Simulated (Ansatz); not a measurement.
## Ta₃Re, space group Fm-3m: a test of the smearing width

Program: the Ansatz DFT code, driven from Python.

The script reads `ta3re.cif`:
```cif
data_Ta3Re
_cell_length_a 4.578541
_cell_length_b 4.578541
_cell_length_c 4.578541
_cell_angle_alpha 60.00000
_cell_angle_beta 60.00000
_cell_angle_gamma 60.00000
_symmetry_space_group_name_H-M 'P 1'
_symmetry_Int_Tables_number 1
loop_
_symmetry_equiv_pos_as_xyz
'x, y, z'
loop_
_atom_site_label
_atom_site_type_symbol
_atom_site_fract_x
_atom_site_fract_y
_atom_site_fract_z
Ta1 Ta    0.250000    0.250000    0.250000
Ta2 Ta    0.750000    0.750000    0.750000
Ta3 Ta    0.500000    0.500000    0.500000
Re4 Re    0.000000    0.000000    0.000000
```

The script, `ta3re.py`:
```python
'''How the energy of Ta3Re depends on the smearing.'''

import warnings

import ansatz as az
from ase.io import read

warnings.simplefilter('ignore', az.DeckWarning)

atoms = read('ta3re.cif')
crystal = az.Crystal.from_ase(atoms)

calc = crystal.calculation().functional('PBEsol').kpoints(6)

rows = []
for value in [0.3, 0.2, 0.1, 0.05]:
    r = calc.occupations('gaussian', width=value).run().report
    rows.append((value, r['free_energy_ev'] / len(r['lattice']['sites']), r['n_iterations'], r['n_kpoints']))

print('  width (eV)   F/atom (eV)    iterations      k-points')
for row in rows:
    print(f'{str(row[0]):>12s}  {row[1]:12.5f}  {row[2]:12d}  {row[3]:12d}')

# the last row is the reference
for row in rows[:-1]:
    shift = 1000 * (row[1] - rows[-1][1])
    print(f'{row[0]}: {shift:+.2f} meV/atom' + ('  (within 1 meV)' if abs(shift) < 1 else ''))
```

Output of `python ta3re.py`:
```text
  width (eV)   F/atom (eV)    iterations      k-points
         0.3  -10039.41951             6            16
         0.2  -10039.41227             6            16
         0.1  -10039.40943             6            16
        0.05  -10039.40881             6            16
0.3: -10.69 meV/atom
0.2: -3.45 meV/atom
0.1: -0.62 meV/atom  (within 1 meV)
```

Going from 0.05 to 0.3 eV changes F by -10.7 meV an atom. The report's estimate for zero width moves by +3.4 meV, so the entropy term explains only part of the change.

Reading the output:
- For a metal this k-point mesh is coarse: on a finer one energies can move by several to tens of meV an atom and pressures by half a GPa or more, differences at one mesh by less.
- The free energy holds a sizeable smearing term, which stands for no physical temperature.
- The narrowest width needs the finest mesh, so the last row is no converged reference.
- Spin-orbit coupling, which matters for elements this heavy, is left out.
- This cell is a computed structure, which may not be the phase found in nature.

(Lines on the test bed's own set-up are left out of the output.)
